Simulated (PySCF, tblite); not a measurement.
# C₄H₁₁B₂NO: geometry, infrared bands and NMR shifts

Aim: predict the infrared bands and NMR shifts of C₄H₁₁B₂NO (`C=C(C)CBOBN`).

Computed with tblite 0.8.0 and PySCF 2.14.0, with density-fitted response routines of our own, on a single molecule in the gas phase. Atoms count from 0, in the outputs and in this text.

### 1 The molecule as given

19 atoms, charge 0, multiplicity 1; geometry from: force field or distance geometry start.

Bonds of the start (Å): C0–C1 1.33, C1–C2 1.50, C1–C3 1.51, C3–B4 1.59, B4–O5 1.47, O5–B6 1.46, B6–N7 1.52, C0–H8 1.09, C0–H9 1.09, C2–H10 1.10, C2–H11 1.11, C2–H12 1.12, C3–H13 1.11, C3–H14 1.11, B4–H15 1.19, B6–H16 1.18, N7–H17 1.05, N7–H18 1.04.

### 2 Relaxing the molecule with GFN2-xTB

The job: settings as JSON, then the geometry in Å.

```
{"job": {"kind": "relax", "xc": "GFN2-xTB", "basis": "xTB"}, "charge": 0, "multiplicity": 1}
C     -2.209000     1.586000    -0.183500
C     -1.490000     0.520700     0.143500
C     -1.787000    -0.822000    -0.466400
C     -0.342200     0.658400     1.119700
B      0.976300     1.148100     0.388600
O      1.507300     0.402300    -0.763000
B      2.502700    -0.518300    -0.208800
N      2.099000    -1.932100     0.178900
H     -3.032100     1.499800    -0.889000
H     -2.009000     2.563300     0.248500
H     -1.088800    -1.600300    -0.125800
H     -1.723200    -0.747400    -1.573500
H     -2.831000    -1.129400    -0.185100
H     -0.599100     1.364800     1.935200
H     -0.128400    -0.318700     1.608700
H      1.474300     2.174400     0.711600
H      3.633500    -0.183500    -0.102600
H      2.690400    -2.592500    -0.381600
H      2.346500    -2.064400     1.185100
```

The run is started by

```sh
$ OMP_NUM_THREADS=1 python probes_run.py task.json out
```

This one command runs all jobs of the session in turn.

**Question.** This job is followed by: GFN2-xTB harmonic vibrations, gas phase; GIAO PBE0/pcSseg-1 NMR shielding, non-relativistic, gas phase. What will the session give for the following? strongest single infrared mode (GFN2-xTB); zero-point energy (GFN2-xTB); 13C shifts against TMS (PBE0/pcSseg-1); 1H shifts against TMS (PBE0/pcSseg-1, means over atoms taken as alike); 11B shifts against BF3·OEt2 (PBE0/pcSseg-1); 17O shifts against H2O (PBE0/pcSseg-1); 15N shifts against NH3 (PBE0/pcSseg-1).

As calculated:

```
                                                              quantity                                         value
                             strongest single infrared mode (GFN2-xTB)                         1568 cm⁻¹, 925 km/mol
                                          zero-point energy (GFN2-xTB)                                 95.8 kcal/mol
                                13C shifts against TMS (PBE0/pcSseg-1)                  147.8, 115.9, 37.5, 28.1 ppm
1H shifts against TMS (PBE0/pcSseg-1, means over atoms taken as alike)  5.38, 5.08, 4.94, 4.52, 2.93, 1.89, 1.83 ppm
                           11B shifts against BF3·OEt2 (PBE0/pcSseg-1)                                38.0, 20.6 ppm
                                17O shifts against H2O (PBE0/pcSseg-1)                                     251.8 ppm
                                15N shifts against NH3 (PBE0/pcSseg-1)                                      82.4 ppm
```

What this shows: Relaxing lowered the energy by 2.481 eV in 160 steps; the close pair that moved most is B4–O5, from 1.471 to 1.298 Å. All 51 modes are real, so the xTB geometry is a minimum. The strongest single mode, at 1568 cm⁻¹, moves mainly O5 and B4. Unscaled tight-binding wavenumbers are off by several per cent, some by more. Its intensities can rank the bands wrongly. At PBE0/pcSseg-1: The largest span, 240 ppm, is at C1, where the paramagnetic term is -222 ppm.
